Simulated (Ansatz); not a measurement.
# Ge2P: the cost of one run

Program: Ansatz 0.2.0. Level of theory: DFT PBE, scalar-relativistic, plane waves, PAW. These are calculated values, not measurements.

2 further runs of the same task are left out: 1 that didn't finish, 1 set aside as unsound or not needed. Runs told in other sessions of the task aren't counted.

## 1. The starting structure

Symmetry: P6/mmm, No. 191, hexagonal system. Conventional cell: a = 4.889 Å, b = 4.889 Å, c = 2.609 Å, α = 90.00°, β = 90.00°, γ = 120.00°. Ge (site symmetry -6m2) is surrounded by 5 Ge at 2.61 to 2.82 Å and 3 P at 2.82 Å. P (site symmetry 6/mmm) is surrounded by 2 P at 2.61 Å and 6 Ge at 2.82 Å.

Coordinates:

```xyz
3
Lattice="4.8889 0.0000 0.0000 -2.4444 4.2339 0.0000 0.0000 0.0000 2.6090" Properties=species:S:1:pos:R:3 pbc="T T T"
Ge    2.4444    1.4113    2.6089
Ge    0.0000    2.8226    0.0001
P     0.0000    0.0000    0.0000
```

The cell was relaxed beforehand at this level, from a database cell with other species swapped in; it needn't be the stable form of this composition. At a tolerance of 0.05 Å it has space group P6/mmm (No. 191); it has 18.00 Å³/atom, an uncorrected energy of +0.31 eV/atom over the elements.

## 2. Electronic structure at the relaxed geometry

Input file input.yaml:

```yaml
crystal:
  lattice:
    - [4.8888574603, 0.0, 0.0]
    - [-2.4444287302, 4.2338747561, 0.0]
    - [0.0, 0.0, 2.6090183612]
  atoms:
    - { symbol: Ge, position: [0.6666666667, 0.3333333333, 0.9999678808] }
    - { symbol: Ge, position: [0.3333333333, 0.6666666667, 3.21192e-05] }
    - { symbol: P, position: [0.0, 0.0, 0.0] }
basis:
  ecutwfc: 420
kpoints:
  mp_grid: { grid: [12, 12, 16] }
  band_path:
    path:
      - [[0.0, 0.0, 0.0], [0.5, 0.0, 0.0], [0.33333333, 0.33333333, 0.0], [0.0, 0.0, 0.0], [0.0, 0.0, 0.5], [0.5, 0.0, 0.5], [0.33333333, 0.33333333, 0.5], [0.0, 0.0, 0.5]]
      - [[0.5, 0.0, 0.5], [0.5, 0.0, 0.0]]
      - [[0.33333333, 0.33333333, 0.5], [0.33333333, 0.33333333, 0.0]]
    npoints: 14
hamiltonian:
  xc: pbe
scf:
  occupations: { method: gaussian, width: 0.1 }
  n_extra_bands: 7
output:
  forces: true
  stress: true
  eigenvalues: true
  populations: true
  dos: { projected: true, de: 0.02, nscf_kmesh: { grid: [15, 15, 20] } }
  bader: true
  write_density: true
  write_potential: true
  elf: true
  volumetric_format: npy
```

On the command line:

```console
> ansatz run input.yaml --threads 1 --pin off --max-ram 2560MiB --backend cpu --events-out ev --progress --plain --runs-dir out
```

Q: Estimate wall time and peak memory on 1 thread of AMD EPYC (Zen 3), shared host.

About 94 s, with a peak of 0.66 GiB.
